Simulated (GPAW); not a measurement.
Runs of GPAW 26.7.0 on Ti2B. The structure is tetragonal, space group I4/mcm (No. 140). The conventional cell has a = 5.658 Å, b = 5.658 Å, c = 4.737 Å, α = 90.00°, β = 90.00°, γ = 90.00°. Ti (site symmetry m2m) is surrounded by 4 B at 2.42 Å and 3 Ti at 2.63 to 2.74 Å. B (site symmetry 422) is surrounded by 2 B at 2.37 Å and 8 Ti at 2.42 Å. The cell comes from a database or a generator and needn't be the stable form of this composition.

```csv
task,level,potentials or basis,k mesh,band path,band points,pressure (GPa),V0 of scaled cells (Å³/atom),B0 (GPa),largest force (eV/Å)
equation of state,LDA,"the program's PAW data sets (release 1.2.1) made for this functional, pw",5 × 5 × 5,-,-,-,12.00,(a),-
single point,PBEsol,"PAW data sets generated in the run's folder for this functional, pw",7 × 7 × 7,-,-,-4.2,-,-,0.07
equation of state,PBE,"GPAW PAW data sets (gpaw-data 1.2.1), pw",5 × 5 × 5,-,-,-,12.74,165,-
band structure,PBEsol,"PAW data sets generated in the run's folder for this functional, pw",5 × 5 × 5,"GXMGZPNZ1M,XP",80,-4.0,-,-,0.07
band structure,LDA,"the program's PAW data sets (release 1.2.1) made for this functional, pw",5 × 5 × 5,"GXMGZPNZ1M,XP",80,(b),-,-,0.07
```

Alike in all rows: no spin polarisation; cell as given; cutoff (eV) 800; smearing fermi-dirac 0.05 eV.

Q: Estimate the missing entries.

A: (a) 184; (b) -9.0.

Caveats: the cell was scaled at fixed shape and fractional positions, which overstates the stiffness of a crystal with free parameters, most of all of layers and chains (some runs).

Not every run made on this cell is shown here.
